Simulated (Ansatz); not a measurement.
Run this with Ansatz 0.2.0 through its Python package and show what comes out.

The script, `freq_c2h3clge.py`:
```python
# -*- coding: utf-8 -*-
'''Vibrations of C2H3ClGe.'''

import warnings

import ansatz as az
import numpy as np

GEOMETRY = '''
Cl   -1.49420   -2.15340    0.87860
C    -0.47730   -0.82680    0.33610
C     0.86690   -0.36770    0.15080
Ge   -0.26520    0.85270   -0.37260
H     1.95680   -0.60000    0.25810
H    -0.29560    2.05670    0.61100
H    -0.23010    0.97030   -1.90770
'''


def main():
    warnings.simplefilter('ignore', az.DeckWarning)

    system = az.Crystal.molecule()
    for line in GEOMETRY.strip().splitlines():
        symbol, *xyz = line.split()
        system = system.atom(symbol, [float(v) for v in xyz])

    model = system.calculation().basis(gaussian='def2-SVP').functional('PBE')
    symbols = [site.symbol for site in system.cartesian_sites]
    start = np.array([site.position_ang for site in system.cartesian_sites], dtype=float)
    summary = model.relax(force_tolerance=0.003, max_steps=100).run(threads=1).report
    end = np.array(summary['positions_ang'])

    print('final positions (A) and the move of each atom')
    for symbol, xyz, old in zip(symbols, end, start):
        print(f'{symbol:2s} {xyz[0]:10.5f} {xyz[1]:10.5f} {xyz[2]:10.5f}   {np.linalg.norm(xyz - old):7.4f}')

    # frequencies need a stationary point, so they are taken at the relaxed geometry
    minimum = az.Crystal.molecule()
    for symbol, place in zip(symbols, end):
        minimum = minimum.atom(symbol, place.tolist())
    vibrating = minimum.calculation()
    vibrating = vibrating.basis(gaussian='def2-SVP')
    vibrating = vibrating.functional('PBE')
    vibrating = vibrating.phonons(temperatures=(298.15, 498.15, 100))
    vib = vibrating.run(threads=1).report['vibrations']
    sums = vib['harmonic_sums']
    modes = [m['omega_inv_cm'] for m in sums['modes_at_gamma'] if m['rigid_motion'] == 'no']
    for number, w in enumerate(modes, start=1):
        print(f'mode {number:2d} {w:9.1f} 1/cm {w / 8065.544 * 1000:8.2f} meV')
    print('imaginary modes:', sum(w < 0 for w in modes), ' zero-point energy:', round(sums['zero_point_energy_ev'], 4), 'eV')
    print('T (K)   F_vib (eV)   S_vib (meV/K)   C_vib (meV/K)')
    for row in zip(sums['temperatures_k'], sums['vibrational_free_energy_ev'], vib['entropy_ev_per_k'], vib['heat_capacity_ev_per_k']):
        print(f'{row[0]:6.1f} {row[1]:11.4f} {1000 * row[2]:13.4f} {1000 * row[3]:15.4f}')


if __name__ == '__main__':
    main()
```

`python freq_c2h3clge.py` gives:
```text
final positions (A) and the move of each atom
Cl   -1.30009   -2.16232    0.88335    0.1944
C    -0.38577   -0.81178    0.32640    0.0933
C     0.91068   -0.49841    0.21305    0.1513
Ge   -0.21562    0.95853   -0.41873    0.1256
H     1.89491   -0.94642    0.41666    0.3860
H    -0.43897    2.20417    0.46990    0.2494
H    -0.40384    1.18803   -1.93632    0.2800
mode  1     210.0 1/cm    26.04 meV
mode  2     267.3 1/cm    33.15 meV
mode  3     439.9 1/cm    54.54 meV
mode  4     481.3 1/cm    59.67 meV
mode  5     519.9 1/cm    64.46 meV
mode  6     553.0 1/cm    68.57 meV
mode  7     598.8 1/cm    74.24 meV
mode  8     766.1 1/cm    94.99 meV
mode  9     818.8 1/cm   101.52 meV
mode 10     871.0 1/cm   107.99 meV
mode 11     961.7 1/cm   119.23 meV
mode 12    1586.7 1/cm   196.73 meV
mode 13    2081.5 1/cm   258.07 meV
mode 14    2096.8 1/cm   259.97 meV
mode 15    3140.4 1/cm   389.36 meV
imaginary modes: 0  zero-point energy: 0.9543 eV
T (K)   F_vib (eV)   S_vib (meV/K)   C_vib (meV/K)
 298.1      0.9212        0.3250          0.5190
 398.1      0.8800        0.4965          0.6654
 498.1      0.8222        0.6576          0.7711
```

What to keep in mind:
- These settings explore the input space; basis and method may be short of convergence.
- The frequencies are harmonic and unscaled, in a modest basis. The result belongs to the one conformer reached from this start, and soft torsions count as harmonic oscillators.
- Timing: 87 s on 1 thread of Arm Neoverse V2, with other jobs on the host, peak memory 0.21 GiB.

(A comment or docstring line of the script was reworded after the run, the code is as it ran; lines on the test bed's own set-up are left out of the output.)
